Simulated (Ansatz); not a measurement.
# Al2As3: the cost of one run

Method: DFT PBE, scalar-relativistic, plane waves, PAW, in Ansatz 0.2.0.

1 further run of the same task is left out (it didn't finish).

### 1 The structure to begin with

Symmetry: P-3m1, No. 164, trigonal system. Conventional cell: a = 4.064 Å, b = 4.064 Å, c = 6.322 Å, α = 90.00°, β = 90.00°, γ = 120.00°. Around Al (site symmetry 3m) lie 7 As at 2.45 to 2.81 Å. As (site symmetry -3m) has 6 Al at 2.81 Å as nearest neighbours. As (site symmetry 3m) has 4 Al at 2.45 to 2.53 Å as nearest neighbours.

As a file:

```cif
data_structure
_symmetry_space_group_name_H-M 'P-3m1'
_symmetry_Int_Tables_number 164
_cell_length_a 4.0637
_cell_length_b 4.0637
_cell_length_c 6.3224
_cell_angle_alpha 90.000
_cell_angle_beta 90.000
_cell_angle_gamma 120.000
_cell_volume 90.42
loop_
_atom_site_label
_atom_site_type_symbol
_atom_site_symmetry_multiplicity
_atom_site_Wyckoff_symbol
_atom_site_fract_x
_atom_site_fract_y
_atom_site_fract_z
_atom_site_occupancy
Al1 Al 2 d 0.33333 0.66667 0.24500 1
As1 As 1 a 0.00000 0.00000 0.00000 1
As2 As 2 d 0.33333 0.66667 0.64500 1
```

This is candidate A: A-type sesquioxide type (P-3m1, No. 164).

(A quick probe on a coarse mesh, which set the mesh and smearing, is not shown.)

### 3 Rough relaxation on the coarse mesh (candidate A)

Contents of input.yaml:

```yaml
crystal:
  lattice:
    - [4.0636519049, 0.0, 0.0]
    - [-2.0318259524, 3.5192257817, 0.0]
    - [0.0, 0.0, 6.3223822784]
  atoms:
    - { symbol: Al, position: [0.3333333333, 0.6666666667, 0.245] }
    - { symbol: Al, position: [0.6666666667, 0.3333333333, 0.755] }
    - { symbol: As, position: [0.0, 0.0, 0.0] }
    - { symbol: As, position: [0.3333333333, 0.6666666667, 0.645] }
    - { symbol: As, position: [0.6666666667, 0.3333333333, 0.355] }
basis:
  ecutwfc: 420
kpoints:
  mp_grid: { grid: [6, 6, 4] }
hamiltonian:
  xc: pbe
scf:
  occupations: { method: gaussian, width: 0.1 }
  lower_state_search: "off"
output:
  forces: true
  stress: true
  eigenvalues: true
relax:
  adjacent_minimum: "off"
  f_tol: 0.04
  max_steps: 70
  cell: { stress_tol: 0.4 }
```

Run with:

```bash
$ ansatz run input.yaml --threads 1 --pin off --max-ram 2560MiB --backend cpu --events-out ev --progress --plain --runs-dir out
```

Q: Estimate wall time and peak memory on 1 thread of Intel Xeon 6975P-C (Granite Rapids), shared host.

About 43 s, with a peak of 0.41 GiB.
